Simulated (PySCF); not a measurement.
# Cs3 (Cs3+): the cost of one run

Program: PySCF 2.14.0. Level of theory: r2SCAN, Cs def2-SVP with ECP46; scalar-relativistic core potentials, no spin–orbit coupling. These are calculated values, not measurements.

3 further runs of the same task are left out: 1 for a known fault of the program, 2 that didn't finish.

## 1. The system as given

3 atoms, charge 1, spin multiplicity 1.

No contacts short enough for the rule that draws bonds.

Geometry (Å):

```xyz
3

Cs    3.1023    0.0000    0.0000
Cs   -1.5512    2.6867    0.0000
Cs   -1.5512   -2.6867    0.0000
```

An earlier session relaxed this geometry at r2SCAN, Cs def2-SVP with ECP46 (singlet, point group D3h).

Its energy there is -60.354329 Eh.

## 2. Multiplicity 3 at the relaxed geometry

File run.py (the lines that set the calculation):

```python
mol = gto.M(atom='''
Cs     3.10231    -0.00001     0.00000
Cs    -1.55115     2.68669     0.00000
Cs    -1.55116    -2.68668     0.00000''',
    basis={'Cs': 'def2-SVP'},
    ecp={'Cs': 'def2-SVP'},
    charge=1, spin=2)
mf = dft.UKS(mol, xc='R2SCAN')
mf.grids.atom_grid = (50, 194)
mf = mf.density_fit()  # fitting sets: Cs def2-universal-JKFIT
mf.conv_tol = 1e-08; mf.max_cycle = 55
mf.kernel(dm0)  # dm0: free metal ions and neutral atoms
```

Started as:

```console
$ OMP_NUM_THREADS=2 python run.py
```

**Question.** How long does this run take on 2 threads of Arm Neoverse V1, shared host?

About 1.1 s.
